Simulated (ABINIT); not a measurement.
The system is Sn3Te.

```
Te Sn
1.0
    -2.30090    2.30090    5.51649
     2.30090   -2.30090    5.51649
     2.30090    2.30090   -5.51649
Te Sn
1 3
Direct
  0.00000 0.00000 0.00000
  0.50000 0.50000 0.00000
  0.25000 0.75000 0.50000
  0.75000 0.25000 0.50000
```

The cell comes from a database or a generator and needn't be the stable form of this composition.

- Program: ABINIT 10.8.3 (patched build)
- Task: relaxation of cell and atoms
- Functional: LDA
- Potentials or basis: JTH PAW LDA v2.0
- Cutoff: 599 eV
- k mesh: 6 × 6 × 6
- Occupations: fermi-dirac, width 0.05 eV
- Spin: no spin polarisation

At the start: pressure -3.8 GPa; volume 29.21 Å³/atom.

Problem. Where does the relaxation end?

Solution. Over 11 steps the energy falls by 34.3 meV/atom and the volume is 27.05 Å³/atom (-7.4 %); space group I4/mmm (No. 139, to 0.05 Å).

The path:
```csv
step,energy change (eV),largest force (eV/Å),pressure (GPa),volume (Å³)
1,0.0000,0.0000,-3.84,116.82
2,-0.0317,0.0000,-3.38,115.45
3,-0.1229,0.0000,0.61,106.44
4,-0.1249,0.0000,0.00,107.58
5,-0.1251,0.0000,0.03,107.53
6,-0.0743,0.0000,2.98,103.88
7,-0.1298,0.0000,0.27,107.26
8,-0.1331,0.0000,0.40,107.15
9,-0.1355,0.0000,0.53,107.29
10,-0.1365,0.0000,0.33,107.61
11,-0.1372,0.0000,0.03,108.22
```

Final structure:
```yaml
crystal:
  lattice:
    - [-2.19777, 2.19777, 5.60115]
    - [2.19777, -2.19777, 5.60115]
    - [2.19777, 2.19777, -5.60115]
  atoms:
    - { symbol: Te, position: [0.00000, 0.00000, 0.00000] }
    - { symbol: Sn, position: [0.50000, 0.50000, 0.00000] }
    - { symbol: Sn, position: [0.25000, 0.75000, 0.50000] }
    - { symbol: Sn, position: [0.75000, 0.25000, 0.50000] }
```
